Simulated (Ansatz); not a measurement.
# C₂H₅BO: up Jacob's ladder to CCSD(T)

Aim: compute C₂H₅BO with functionals from several rungs and with coupled cluster, and see how far each lands from CCSD(T) at the basis-set limit for the atomisation energy.

Program: Ansatz 0.2.0, Gaussian basis. Level of theory: functionals in def2-TZVPP, the program's frozen cores in correlated methods. These are calculated values, not measurements.

Plan: LDA (SPW92), PBE-D4, revPBE-D4, BLYP-D4, r2SCAN-D4, B97M-V, PBE0-D4, B3LYP-D4, r2SCANh-D4, r2SCAN0-D4, HSE06-D4, BHLYP-D4, CAM-B3LYP-D4, LC-ωPBE, ωB97X-V, ωB97M-V, B2PLYP, PBE-QIDH; CCSD(T)/def2-SVP; CCSD(T)/def2-TZVPP; MP2/def2-QZVPP; extrapolation to the limit; RPA on PBE.

## 1. The geometry

An earlier PBE0-D4 in a triple-zeta def2 set relaxation fixed the geometry.

SMILES `CBC=O`, 9 atoms, charge 0, spin multiplicity 1.

Atoms are counted from 1 here; the program's logs count them from 0.

Bond lengths: C1–B2 1.550 Å, C1–H5 1.103 Å, C1–H6 1.091 Å, C1–H7 1.092 Å, B2–C3 1.573 Å, B2–H8 1.199 Å, C3–O4 1.214 Å, C3–H9 1.117 Å. Angles: B2–C1–H5 105.1°, B2–C1–H6 114.7°, B2–C1–H7 113.6°, H5–C1–H6 106.8°, H5–C1–H7 105.6°, H6–C1–H7 110.2°, C1–B2–C3 121.7°, C1–B2–H8 121.5°, C3–B2–H8 116.8°, B2–C3–O4 116.5°, B2–C3–H9 124.0°, O4–C3–H9 119.4°.

## 2. LDA

This LDA is Slater exchange with PW92 correlation.

in.yaml reads:

```yaml
crystal:
  periodic: [false, false, false]
  atoms:
    - {symbol: C, position_ang: [-0.548817, 0.782712, -0.754731]}
    - {symbol: B, position_ang: [0.359588, -0.387114, -0.297879]}
    - {symbol: C, position_ang: [0.503654, -0.778704, 1.219197]}
    - {symbol: O, position_ang: [1.342807, -0.176487, 1.857400]}
    - {symbol: H, position_ang: [-1.489092, 0.306931, -1.079402]}
    - {symbol: H, position_ang: [-0.809611, 1.491869, 0.032488]}
    - {symbol: H, position_ang: [-0.170591, 1.313755, -1.630251]}
    - {symbol: H, position_ang: [1.001598, -1.026062, -1.083635]}
    - {symbol: H, position_ang: [-0.101037, -1.573200, 1.719714]}
basis:
  gaussian: {orbitals: def2-TZVPP}
hamiltonian: {xc: lda}
output: {orbitals: {seedname: orbitals}}
```

Launch:

```console
> ansatz run in.yaml --threads 2 --pin off --events-out ev --progress --plain --max-ram 4352MiB
```

The runs that follow: PBE-D4 (GGA); revPBE-D4 (GGA); BLYP-D4 (GGA); r2SCAN-D4 (meta-GGA); B97M-V (meta-GGA); PBE0-D4 (hybrid); B3LYP-D4 (hybrid); r2SCANh-D4 (hybrid); r2SCAN0-D4 (hybrid); HSE06-D4 (hybrid); BHLYP-D4 (hybrid); CAM-B3LYP-D4 (range-separated); LC-ωPBE (range-separated); ωB97X-V (range-separated); ωB97M-V (range-separated); B2PLYP (double hybrid); PBE-QIDH (double hybrid); CCSD(T) in def2-SVP; CCSD(T) in def2-TZVPP; MP2 in def2-QZVPP; RPA on PBE orbitals.

Q: Predict the results of all the runs planned. Wanted: atomisation energy, CCSD(T)/CBS; farthest beyond LDA; mean size of error, GGA; mean size of error, meta-GGA; mean size of error, hybrid; mean size of error, range-separated; mean size of error, double hybrid; gap, smallest and largest; T1 diagnostic.

The runs gave:

```
                               quantity                                      value
        atomisation energy, CCSD(T)/CBS                                  36.728 eV
    functionals within 0.184 eV (0.5 %)      r2SCANh-D4, LC-ωPBE, B2PLYP, PBE-QIDH
                    farthest beyond LDA                         PBE-D4 (+1.157 eV)
                mean size of error, GGA                                   0.577 eV
           mean size of error, meta-GGA                                   0.344 eV
             mean size of error, hybrid                                   0.388 eV
    mean size of error, range-separated                                   0.263 eV
      mean size of error, double hybrid                                   0.048 eV
              gap, smallest and largest  2.79 eV (LDA (SPW92)), 10.66 eV (LC-ωPBE)
                          T1 diagnostic                                     0.0157
triples share of the correlation energy                                      3.9 %
```

What this shows: The LDA atomisation energy is off by 5.492 eV (15 %): it overbinds. PBE-D4 is off by +1.157 eV. Double hybrids carry the basis error of their MP2 part in triple zeta, and no dispersion term here, so their miss is partly the set-up's. By mean error the best rung here is double hybrid (0.048 eV) and the worst beyond LDA is GGA (0.577 eV). The reference freezes the cores and leaves out relativity and excitations past (T), so misses under about 0.184 eV can't be ranked. Hartree-Fock recovers 74 % of the binding; the rest is correlation. CCSD(T) in def2-SVP is off by -1.446 eV, so the small basis spoils what the method gains. Orbital gaps span 2.8 to 10.7 eV; exact exchange widens them.
